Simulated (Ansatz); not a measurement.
# SiCl₂F₂ + SiH₄ + H₂O: a complex and its separated parts, part 3 of 3

Ansatz 0.2.0, Gaussian basis. The steps go on from the part before.

## 19. RPA on PBE/def2-TZVPP

The inputs:

parta/in.yaml

```yaml
crystal:
  periodic: [false, false, false]
  atoms:
    - {symbol: Si, position_ang: [-1.142623, -1.286505, 1.497575]}
    - {symbol: Cl, position_ang: [-0.055201, -2.351045, 0.188727]}
    - {symbol: Cl, position_ang: [-2.909374, -2.157835, 1.882545]}
    - {symbol: F, position_ang: [-0.337271, -1.131456, 2.836932]}
    - {symbol: F, position_ang: [-1.388492, 0.152726, 0.919068]}
basis:
  gaussian: {orbitals: def2-TZVPP}
hamiltonian: {xc: pbe}
correlation: {method: rpa}
```

partb/in.yaml

```yaml
crystal:
  periodic: [false, false, false]
  atoms:
    - {symbol: Si, position_ang: [0.279612, 0.946514, -2.270736]}
    - {symbol: H, position_ang: [0.408762, 1.894206, -1.135361]}
    - {symbol: H, position_ang: [-1.046461, 0.281812, -2.212173]}
    - {symbol: H, position_ang: [0.405497, 1.687686, -3.550815]}
    - {symbol: H, position_ang: [1.350630, -0.077808, -2.184675]}
basis:
  gaussian: {orbitals: def2-TZVPP}
hamiltonian: {xc: pbe}
correlation: {method: rpa}
```

partc/in.yaml

```yaml
crystal:
  periodic: [false, false, false]
  atoms:
    - {symbol: H, position_ang: [1.264074, 1.145886, 0.746841]}
    - {symbol: O, position_ang: [1.487879, 0.323656, 1.188023]}
    - {symbol: H, position_ang: [1.682869, 0.572062, 2.094148]}
basis:
  gaussian: {orbitals: def2-TZVPP}
hamiltonian: {xc: pbe}
correlation: {method: rpa}
```

The same command starts each run, in its folder.

On the command line:

```sh
> ansatz run in.yaml --threads 4 --pin off --events-out ev --progress --plain --max-ram 66560MiB --backend cpu
```

parta printed (excerpt; [...] marks lines left out):

```text
Functional definition: PBE
  name "PBE"
  cite "Perdew, Burke & Ernzerhof, Phys. Rev. Lett. 77, 3865 (1996) doi:10.1103/PhysRevLett.77.3865"
  parent pbe
[...]
1167 factors; integrals over basis functions are off by at most 6.6e-4 eV
[...]
mean field -38347.40158144 eV, -1409.2410153157 hartree, gradient 1.1e-6 eV, S^2 0.000000; 0 other end points of the search recorded, 0 dependent functions left out
17 core orbitals not correlated: weight in the atoms' cores, before any rotation towards them, 1.000 or more for the frozen orbitals, at most 0.000 for the correlated occupied ones
reference -38289.97400561 eV, -1407.1305908296 hartree; 16, 16 occupied and 155, 155 virtual orbitals, 1167 factors
Total energy: -38331.24231494 eV, -1408.6471732247 hartree
```

Log of partb (excerpt; [...] marks lines left out):

```text
[... 4 set-up lines as earlier in the session ...]
[...]
537 factors; integrals over basis functions are off by at most 7.6e-4 eV
[...]
mean field -7938.15276073 eV, -291.7217332836 hartree, gradient 6.1e-7 eV, S^2 0.000000; 0 other end points of the search recorded, 0 dependent functions left out
5 core orbitals not correlated: weight in the atoms' cores, before any rotation towards them, 1.000 or more for the frozen orbitals, at most 0.000 for the correlated occupied ones
reference -7925.04990518 eV, -291.2402122235 hartree; 4, 4 occupied and 89, 89 virtual orbitals, 537 factors
Total energy: -7933.57990533 eV, -291.5536839472 hartree
```

partc printed (excerpt; [...] marks lines left out):

```text
[... 4 set-up lines as earlier in the session ...]
[...]
361 factors; integrals over basis functions are off by at most 7.6e-4 eV
[...]
mean field -2078.40755215 eV, -76.3800687462 hartree, gradient 2.1e-6 eV, S^2 0.000000; 0 other end points of the search recorded, 0 dependent functions left out
1 core orbitals not correlated: weight in the atoms' cores, before any rotation towards them, 1.000 or more for the frozen orbitals, at most 0.000 for the correlated occupied ones
reference -2069.53696853 eV, -76.0540808110 hartree; 4, 4 occupied and 54, 54 virtual orbitals, 361 factors
Total energy: -2080.48260107 eV, -76.4563253876 hartree
```

They took 2.8 s (parta), 0.66 s (partb), 0.25 s (partc) on 4 threads of AMD EPYC 7R13, shared host.

## 20. CCSD(T)/def2-TZVPP

The same edit goes into each in.yaml of step 19 (parta, partb, partc):

```diff
-hamiltonian: {xc: pbe}
-correlation: {method: rpa}
+correlation: {method: ccsd_t}
```

On the command line:

```sh
> ansatz run in.yaml --threads 4 --pin off --events-out ev --progress --plain --max-ram 66560MiB --backend cuda --devices 0, --max-vram 37GiB   # in parta
> ansatz run in.yaml --threads 4 --pin off --events-out ev --progress --plain --max-ram 66560MiB --backend cpu   # in partb
> ansatz run in.yaml --threads 4 --pin off --events-out ev --progress --plain --max-ram 66560MiB --backend cpu   # in partc
```

Output in parta (excerpt; [...] marks lines left out):

```text
Functional definition: HF
  name "HF"
  cite "Fock, Z. Phys. 61, 126 (1930) doi:10.1007/BF01340294"
[... 1 set-up line as earlier in the session ...]
[...]
1167 factors; integrals over basis functions are off by at most 6.6e-4 eV
[...]
mean field -38291.72718877 eV, -1407.1950191225 hartree, gradient 3.8e-6 eV, S^2 0.000000; 0 other end points of the search recorded, 0 dependent functions left out
17 core orbitals not correlated: weight in the atoms' cores, before any rotation towards them, 1.000 or more for the frozen orbitals, at most 0.000 for the correlated occupied ones
reference -38291.72718877 eV, -1407.1950191225 hartree; 16, 16 occupied and 155, 155 virtual orbitals, 1167 factors
second order -26.70540610 eV of doubles, -0.00000000 eV of singles
cycle   1  -26.95054222 eV  change   -2.5e-1 eV  update   9.7e-2
[...]
cycle   8  -27.54601131 eV  change    3.0e-5 eV  update   1.8e-5
perturbative correction -0.97491834 eV, -0.0358275880 hartree
Total energy: -38320.24811842 eV, -1408.2431439548 hartree
```

Output in partb (excerpt; [...] marks lines left out):

```text
[... 4 set-up lines as earlier in the session ...]
[...]
537 factors; integrals over basis functions are off by at most 7.6e-4 eV
[...]
mean field -7925.54430037 eV, -291.2583809119 hartree, gradient 1.8e-6 eV, S^2 0.000000; 0 other end points of the search recorded, 0 dependent functions left out
5 core orbitals not correlated: weight in the atoms' cores, before any rotation towards them, 1.000 or more for the frozen orbitals, at most 0.000 for the correlated occupied ones
reference -7925.54430037 eV, -291.2583809119 hartree; 4, 4 occupied and 89, 89 virtual orbitals, 537 factors
second order -3.90715989 eV of doubles, -0.00000000 eV of singles
cycle   1  -4.49742771 eV  change   -5.9e-1 eV  update   5.5e-2
[...]
cycle   8  -4.71913188 eV  change   -5.7e-7 eV  update   3.7e-6
perturbative correction -0.10443638 eV, -0.0038379662 hartree
Total energy: -7930.36786863 eV, -291.4356437758 hartree
```

Output in partc (excerpt; [...] marks lines left out):

```text
[... 4 set-up lines as earlier in the session ...]
[...]
361 factors; integrals over basis functions are off by at most 7.6e-4 eV
[...]
mean field -2069.76241376 eV, -76.0623657705 hartree, gradient 3.6e-6 eV, S^2 0.000000; 0 other end points of the search recorded, 0 dependent functions left out
1 core orbitals not correlated: weight in the atoms' cores, before any rotation towards them, 1.000 or more for the frozen orbitals, at most 0.000 for the correlated occupied ones
reference -2069.76241376 eV, -76.0623657705 hartree; 4, 4 occupied and 54, 54 virtual orbitals, 361 factors
second order -7.10556275 eV of doubles, -0.00000000 eV of singles
cycle   1  -7.11162532 eV  change   -6.1e-3 eV  update   4.1e-2
[...]
cycle   8  -7.26608005 eV  change    3.5e-6 eV  update   7.2e-6
perturbative correction -0.20740281 eV, -0.0076219126 hartree
Total energy: -2077.23589662 eV, -76.3370111996 hartree
```

They took 3.2 s (parta, 1 × a share of an NVIDIA H100 with 4 threads of AMD EPYC 7R13, shared host), 0.9 s (partb, 4 threads of AMD EPYC 7R13, shared host), 0.35 s (partc, 4 threads of AMD EPYC 7R13, shared host).

## 21. CCSD(T)/def2-QZVPP

The same edit goes into each in.yaml of step 20 (parta, partb, partc):

```diff
-  gaussian: {orbitals: def2-TZVPP}
+  gaussian: {orbitals: "def2-QZVPP.json"}
```

The basis file named in the input lies beside it (Basis Set Exchange, JSON).

On the command line:

```sh
> ansatz run in.yaml --threads 4 --pin off --events-out ev --progress --plain --max-ram 66560MiB --backend cuda --devices 0, --max-vram 37GiB   # in parta
> ansatz run in.yaml --threads 4 --pin off --events-out ev --progress --plain --max-ram 66560MiB --backend cpu   # in partb
> ansatz run in.yaml --threads 4 --pin off --events-out ev --progress --plain --max-ram 66560MiB --backend cpu   # in partc
```

Output in parta (excerpt; [...] marks lines left out):

```text
[... 4 set-up lines as earlier in the session ...]
[...]
1964 factors; integrals over basis functions are off by at most 9.2e-4 eV
[...]
mean field -38292.94908710 eV, -1407.2399230579 hartree, gradient 3.0e-6 eV, S^2 0.000000; 0 other end points of the search recorded, 0 dependent functions left out
17 core orbitals not correlated: weight in the atoms' cores, before any rotation towards them, 1.000 or more for the frozen orbitals, at most 0.000 for the correlated occupied ones
reference -38292.94908710 eV, -1407.2399230579 hartree; 16, 16 occupied and 291, 291 virtual orbitals, 1964 factors
second order -29.38313886 eV of doubles, -0.00000000 eV of singles
cycle   1  -29.41739100 eV  change   -3.4e-2 eV  update   9.8e-2
[...]
cycle   8  -30.03909262 eV  change    3.7e-5 eV  update   2.0e-5
perturbative correction -1.17570756 eV, -0.0432064560 hartree
Total energy: -38324.16388729 eV, -1408.3870458064 hartree
```

Log of partb (excerpt; [...] marks lines left out):

```text
[... 4 set-up lines as earlier in the session ...]
[...]
1096 factors; integrals over basis functions are off by at most 8.5e-4 eV
[...]
mean field -7925.80123960 eV, -291.2678232543 hartree, gradient 2.1e-6 eV, S^2 0.000000; 0 other end points of the search recorded, 0 dependent functions left out
5 core orbitals not correlated: weight in the atoms' cores, before any rotation towards them, 1.000 or more for the frozen orbitals, at most 0.000 for the correlated occupied ones
reference -7925.80123960 eV, -291.2678232543 hartree; 4, 4 occupied and 181, 181 virtual orbitals, 1096 factors
second order -4.16786142 eV of doubles, -0.00000000 eV of singles
cycle   1  -4.69513594 eV  change   -5.3e-1 eV  update   5.4e-2
[...]
cycle   8  -4.91751537 eV  change   -8.2e-6 eV  update   4.9e-6
perturbative correction -0.11694490 eV, -0.0042976458 hartree
Total energy: -7930.83569987 eV, -291.4528362568 hartree
```

Output in partc (excerpt; [...] marks lines left out):

```text
[... 4 set-up lines as earlier in the session ...]
[...]
716 factors; integrals over basis functions are off by at most 1.8e-3 eV
[...]
mean field -2069.87834712 eV, -76.0666262428 hartree, gradient 2.2e-6 eV, S^2 0.000000; 0 other end points of the search recorded, 0 dependent functions left out
1 core orbitals not correlated: weight in the atoms' cores, before any rotation towards them, 1.000 or more for the frozen orbitals, at most 0.000 for the correlated occupied ones
reference -2069.87834712 eV, -76.0666262428 hartree; 4, 4 occupied and 112, 112 virtual orbitals, 716 factors
second order -7.69255708 eV of doubles, -0.00000000 eV of singles
cycle   1  -7.60718729 eV  change    8.5e-2 eV  update   4.4e-2
[...]
cycle   8  -7.77294117 eV  change   -3.6e-6 eV  update   7.7e-6
perturbative correction -0.24752773 eV, -0.0090964765 hartree
Total energy: -2077.89881602 eV, -76.3613730385 hartree
```

They took 7 s (parta, 1 × a share of an NVIDIA H100 with 4 threads of AMD EPYC 7R13, shared host), 8 s (partb, 4 threads of AMD EPYC 7R13, shared host), 1.6 s (partc, 4 threads of AMD EPYC 7R13, shared host); peak memory 1.9 GiB.

## 22. Vibrations of SiCl₂F₂

vib-parta/in.yaml reads:

```yaml
crystal:
  periodic: [false, false, false]
  atoms:
    - {symbol: Si, position_ang: [-1.142623, -1.286505, 1.497575]}
    - {symbol: Cl, position_ang: [-0.055201, -2.351045, 0.188727]}
    - {symbol: Cl, position_ang: [-2.909374, -2.157835, 1.882545]}
    - {symbol: F, position_ang: [-0.337271, -1.131456, 2.836932]}
    - {symbol: F, position_ang: [-1.388492, 0.152726, 0.919068]}
basis:
  gaussian: {orbitals: def2-TZVP}
hamiltonian: {xc: pbe0, dispersion: d4}
phonons: {temperatures: {t_min: 298.15, t_max: 900, t_step: 200}}
```

On the command line:

```sh
> ansatz run in.yaml --threads 4 --pin off --events-out ev --progress --plain --max-ram 66560MiB --backend cuda --devices 0, --max-vram 37GiB
```

Log (excerpt; [...] marks lines left out):

```text
[... 5 set-up lines as earlier in the session ...]
[...]
1116 factors; their error is unknown
[...]
mean field -38350.16307776 eV, -1409.3424984333 hartree, gradient 4.8e-5 eV, S^2 0.000000; 0 other end points of the search recorded, 0 dependent functions left out
[...]
Atom 2 at    -2.909374    -2.157835     1.882545 Å, force    -0.000174    -0.000298    -0.000121 eV/Å
Atom 3 at    -0.337271    -1.131456     2.836932 Å, force     0.000388    -0.000029     0.000738 eV/Å
Atom 4 at    -1.388492     0.152726     0.919068 Å, force    -0.000243     0.000726    -0.000373 eV/Å
Dipole moment:    -0.043361    -0.123535    -0.058952 e Å
Vibrations: 170.55 203.18 273.02 309.16 318.66 519.90 663.74 919.39 995.72 cm⁻¹, zero-point energy 0.271111 eV
```

Wall time 19 s (1 × a share of an NVIDIA H100 with 4 threads of AMD EPYC 7R13, shared host).

The modes, with what each moves most:

```csv
mode,wavenumber (cm⁻¹),character
1,171,bend
2,203,bend
3,273,bend
4,309,bend
5,319,bend
6,520,Si–Cl stretch
7,664,Si–Cl stretch
8,919,Si–F stretch
9,996,Si–F stretch
```

Vibrational sums (real modes only):

```csv
T (K),entropy (J/mol/K),heat capacity (J/mol/K)
298,41.8,48.9
498,70.4,61.9
698,92.3,67.4
898,109.6,70.1
```

## 23. Vibrations of SiH₄

vib-partb/in.yaml reads:

```yaml
crystal:
  periodic: [false, false, false]
  atoms:
    - {symbol: Si, position_ang: [0.279612, 0.946514, -2.270736]}
    - {symbol: H, position_ang: [0.408762, 1.894206, -1.135361]}
    - {symbol: H, position_ang: [-1.046461, 0.281812, -2.212173]}
    - {symbol: H, position_ang: [0.405497, 1.687686, -3.550815]}
    - {symbol: H, position_ang: [1.350630, -0.077808, -2.184675]}
basis:
  gaussian: {orbitals: def2-TZVP}
hamiltonian: {xc: pbe0, dispersion: d4}
phonons: {temperatures: {t_min: 298.15, t_max: 900, t_step: 200}}
```

On the command line:

```sh
> ansatz run in.yaml --threads 4 --pin off --events-out ev --progress --plain --max-ram 66560MiB --backend cpu
```

Log (excerpt; [...] marks lines left out):

```text
[... 5 set-up lines as earlier in the session ...]
[...]
444 factors; their error is unknown
[...]
mean field -7939.08539903 eV, -291.7560071091 hartree, gradient 2.9e-5 eV, S^2 0.000000; 0 other end points of the search recorded, 0 dependent functions left out
[...]
Atom 2 at    -1.046461     0.281812    -2.212173 Å, force    -0.004123    -0.001761     0.000280 eV/Å
Atom 3 at     0.405497     1.687686    -3.550815 Å, force     0.000355     0.002193    -0.003454 eV/Å
Atom 4 at     1.350630    -0.077808    -2.184675 Å, force     0.003442    -0.002923     0.000385 eV/Å
Dipole moment:     0.000004     0.000031     0.000015 e Å
Vibrations: 906.50 906.50 906.50 968.40 968.41 2236.48 2246.04 2246.18 2246.23 cm⁻¹, zero-point energy 0.845029 eV
```

It took 5.5 s on 4 threads of AMD EPYC 7R13, shared host.

The modes, with what each moves most:

```csv
mode,wavenumber (cm⁻¹),character
1,906,bend
2,906,bend
3,906,bend
4,968,bend
5,968,bend
6,2236,Si–H stretch
7,2246,Si–H stretch
8,2246,Si–H stretch
9,2246,Si–H stretch
```

Vibrational sums (real modes only):

```csv
T (K),entropy (J/mol/K),heat capacity (J/mol/K)
298,2.6,9.7
498,11.5,25.7
698,22.2,38.0
898,32.9,47.1
```

## 24. Vibrations of H₂O

vib-partc/in.yaml reads:

```yaml
crystal:
  periodic: [false, false, false]
  atoms:
    - {symbol: H, position_ang: [1.264074, 1.145886, 0.746841]}
    - {symbol: O, position_ang: [1.487879, 0.323656, 1.188023]}
    - {symbol: H, position_ang: [1.682869, 0.572062, 2.094148]}
basis:
  gaussian: {orbitals: def2-TZVP}
hamiltonian: {xc: pbe0, dispersion: d4}
phonons: {temperatures: {t_min: 298.15, t_max: 900, t_step: 200}}
```

On the command line:

```sh
> ansatz run in.yaml --threads 4 --pin off --events-out ev --progress --plain --max-ram 66560MiB --backend cpu
```

Log (excerpt; [...] marks lines left out):

```text
[... 5 set-up lines as earlier in the session ...]
[...]
239 factors; their error is unknown
[...]
mean field -2078.33307681 eV, -76.3773318281 hartree, gradient 1.2e-5 eV, S^2 0.000000; 0 other end points of the search recorded, 0 dependent functions left out
[...]
Total energy: -2078.33734664 eV, -76.3774887413 hartree
Atom 0 at     1.264074     1.145886     0.746841 Å, force    -0.000010     0.000034    -0.000021 eV/Å
Atom 1 at     1.487879     0.323656     1.188023 Å, force     0.000001    -0.000042    -0.000018 eV/Å
Atom 2 at     1.682869     0.572062     2.094148 Å, force     0.000009     0.000008     0.000039 eV/Å
Dipole moment:    -0.010625     0.394773     0.171438 e Å
Vibrations: 1622.87 3851.60 3959.33 cm⁻¹, zero-point energy 0.584822 eV
```

Run time: 0.76 s. Hardware: 4 threads of AMD EPYC 7R13, shared host.

Wavenumbers and character of the modes:

```csv
mode,wavenumber (cm⁻¹),character
1,1623,bend
2,3852,O–H stretch
3,3959,O–H stretch
```

Vibrational sums (real modes only):

```csv
T (K),entropy (J/mol/K),heat capacity (J/mol/K)
298,0.0,0.2
498,0.4,1.7
698,1.4,3.9
898,2.6,6.1
```

## 25. Complex less separated parts

The complex's own energies come from single points at the same levels.

Rows are in def2-TZVPP.

Differences are taken before rounding.

```csv
method,rung,complex less parts (eV),from CCSD(T) (eV)
SPW92,LDA,-0.388,-0.185
PBE-D4,GGA,-0.274,-0.071
BLYP-D4,GGA,-0.264,-0.060
r2SCAN-D4,meta-GGA,-0.260,-0.057
B97M-V,meta-GGA,-0.260,-0.057
PBE0-D4,hybrid,-0.255,-0.051
B3LYP-D4,hybrid,-0.267,-0.064
r2SCAN0-D4,hybrid,-0.254,-0.051
BHLYP-D4,hybrid,-0.283,-0.080
CAM-B3LYP-D4,range-separated hybrid,-0.278,-0.074
wB97X-V,range-separated hybrid,-0.259,-0.055
wB97M-V,range-separated hybrid,-0.267,-0.064
B2PLYP,double hybrid,-0.129,+0.074
PBE-QIDH,double hybrid,-0.165,+0.038
RPA on PBE,RPA,-0.169,+0.035
Hartree-Fock,wavefunction,-0.006,+0.198
MP2,wavefunction,-0.205,-0.001
CCSD,wavefunction,-0.173,+0.030
CCSD(T),wavefunction,-0.203,0
```

The complex's zero-point energy, from a separate PBE0-D4 run, is 1.775 eV.

## 26. What came out

What follows sums up all 3 parts.

| quantity | value |
| --- | --- |
| complex less parts, CCSD(T)/def2-TZVPP | -0.203 eV |
| with zero-point energy | -0.129 eV |
| largest T1 diagnostic | 0.011 |

What this shows: At CCSD(T) the complex lies 0.203 eV below its parts. PBE-QIDH is the best functional here (+0.038 eV from CCSD(T)); SPW92 is the worst (-0.185 eV). Mean unsigned error by rung: LDA 0.185, GGA 0.065, meta-GGA 0.057, hybrid 0.061, range-separated hybrid 0.065, double hybrid 0.056 eV. PBE-D4 gives a relative energy 0.071 eV too low, outside chemical accuracy (1 kcal/mol, 0.043 eV). No counterpoise was applied, and triple zeta lacks some correlation, so the CCSD(T) reference has a basis error of its own, and close matches with it are partly luck.
